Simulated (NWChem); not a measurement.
# C3H6O2 (SMILES COC(C)=O): TPSSh/SBKJC-VDZ (core potential)

Aim: the electronic atomisation energy of C3H6O2 at TPSSh/SBKJC-VDZ (core potential), from 4 runs. 

The calculation is run with NWChem 7.3.0.

## 1. The molecule

C3H6O2 has 11 atoms, charge 0, and is taken as a singlet. As SMILES, `COC(C)=O`. The coordinates come from a PBE0-D4/def2-TZVP relaxation. This is one conformer, not always the lowest.

Bond lengths: C1–O2 1.423 Å, O2–C3 1.341 Å, C3–C4 1.498 Å, C3–O5 1.201 Å, C1–H6 1.091 Å, C1–H7 1.091 Å, C1–H8 1.088 Å, C4–H9 1.092 Å, C4–H10 1.087 Å, C4–H11 1.092 Å. Some angles: C1–O2–C3 115.2°, O2–C3–C4 111.1°, O2–C3–O5 123.3°, C4–C3–O5 125.6°, O2–C1–H6 110.7°, O2–C1–H7 110.7°, O2–C1–H8 105.9°, C3–C4–H9 109.9°, C3–C4–H10 109.5°, C3–C4–H11 109.9°.

## 2. The energy at TPSSh/SBKJC-VDZ (core potential) (run 1)

The input, job.nw:

```
start job
title "C3H6O2"
memory total 2200 mb
geometry units atomic noautosym nocenter noautoz
  C  -2.72233946  1.88349003  1.05427820
  O  -1.21830643 -0.31312762  0.66839613
  C   0.99286211  0.08465973 -0.50493482
  C   2.42792012 -2.33437868 -0.81655066
  O   1.68658057  2.13255593 -1.19506280
  H  -1.71719413  3.25826578  2.21589285
  H  -3.19930633  2.76391343 -0.74776463
  H  -4.42328194  1.23966034  2.01218038
  H   2.79112549 -3.17719653  1.03084560
  H   4.20199501 -1.96077983 -1.78163379
  H   1.30353308 -3.68458800 -1.89709606
end
basis "ao basis" spherical bse
  C library SBKJC-VDZ
  O library SBKJC-VDZ
  H library SBKJC-VDZ
end
ecp bse
  C library SBKJC-VDZ
  O library SBKJC-VDZ
end
dft
  xc xctpssh
  grid fine
  convergence energy 1e-08
  maxiter 100
  mulliken
  noprint "final vectors analysis"
end
task dft energy
```

Started as:

```bash
$ nwchem job.nw > job.out
```

The log of the run:

```text
[...]
          Wavefunction type:  closed shell.
          No. of atoms     :    11
          No. of electrons :    30
[...]
          Charge           :     0
          Spin multiplicity:     1
[...]
          AO basis - number of functions:    52
[...]
              XC Information
              --------------
                  TPSS hybrid Method XC Functional
                     Hartree-Fock (Exact) Exchange  0.100
                  TPSS metaGGA Exchange Functional  0.900
             TPSS03 metaGGA Correlation Functional  1.000
[...]
 d= 0,ls=0.0,diis     1    -52.2518928847 -1.54D+02  7.19D-02  9.76D-01     1.1
[...]
 d= 0,ls=0.0,diis    11    -52.3994540201 -2.28D-10  1.91D-07  1.23D-10     9.4
         Total DFT energy =      -52.399454020071
      One electron energy =     -283.844953769738
           Coulomb energy =      143.816117958047
    Exchange-Corr. energy =      -14.409752157872
 Nuclear repulsion energy =      102.039133949491
[...]
      Total Density - Mulliken Population Analysis
     ---------------------------------------------
    Atom       Charge   Shell Charges
 -----------   ------   -------------------------------------------------------
    1 C    4     4.33   1.13  2.66  0.18  0.35
    2 O    6     6.09   1.40  3.61  0.26  0.82
    3 C    4     4.25   1.10  2.47  0.09  0.59
    4 C    4     4.25   1.13  2.75 -0.10  0.47
    5 O    6     6.07   1.42  3.55  0.27  0.83
    6 H    1     0.82   0.47  0.35
    7 H    1     0.82   0.47  0.35
    8 H    1     0.81   0.47  0.34
    9 H    1     0.86   0.46  0.40
   10 H    1     0.84   0.46  0.38
[...]
```

It took 10 s on 1 thread of Intel Xeon 6975P-C (Granite Rapids), shared host; peak memory 0.12 GiB.

## 3. The C atom, same level (run 2)

The input, c.nw:

```
echo
start c
memory total 2200 mb

geometry units angstroms noautosym nocenter noautoz
 C     0.000000    0.000000    0.000000
end

basis "ao basis" spherical bse
 * library SBKJC-VDZ
end

ecp bse
 C library SBKJC-VDZ
end

dft
 xc xctpssh
 mult 3
 grid fine
 convergence energy 1e-08
 maxiter 100
 mulliken
 print low
end

task dft energy
```

Run the same way, it converges to -5.40778 Eh (log not shown).

Run 3 isn't shown in full; the table further down has it.

## 4. The O atom at the same level (run 4)

The input, input.nw:

```
START input
TITLE "O energy"
memory total 2200 mb

GEOMETRY units angstroms noautosym nocenter noautoz
  O      0.000000     0.000000     0.000000
END

BASIS "ao basis" spherical bse
  * library SBKJC-VDZ
END

ECP bse
  O library SBKJC-VDZ
END

DFT
  xc xctpssh
  mult 3
  grid fine
  convergence energy 1e-08
  maxiter 100
  mulliken
  print low
END

TASK dft energy
```

Run the same way, it converges to -15.82326 Eh (log not shown).

## 5. Overview of the runs

| run | level | core potential | partner | energy (Eh) | wall time |
| --- | --- | --- | --- | --- | --- |
| 1 | TPSSh/SBKJC-VDZ (core potential) | SBKJC-VDZ | base | -52.399454 | 10 s |
| 2 | UTPSSh/SBKJC-VDZ (core potential) | SBKJC-VDZ | atoms | -5.407779 | 0.66 s |
| 3 | UTPSSh/SBKJC-VDZ | – | atoms | -0.495395 | 0.56 s |
| 4 | UTPSSh/SBKJC-VDZ (core potential) | SBKJC-VDZ | atoms | -15.823261 | 0.7 s |

## 6. Results

At TPSSh/SBKJC-VDZ (core potential):

| quantity | value |
| --- | --- |
| O atom: total energy | -15.82326 Eh |
| O atom: ⟨S²⟩ | 2.001 |
| electronic atomisation energy | 42.374 eV |

In words: Taking the molecule apart into free atoms costs 42.37 eV (4088 kJ/mol), before zero-point energy and without spin-orbit coupling. The basis has no polarisation functions, which makes bonds too weak. All runs together took 12 s, the longest 10 s.
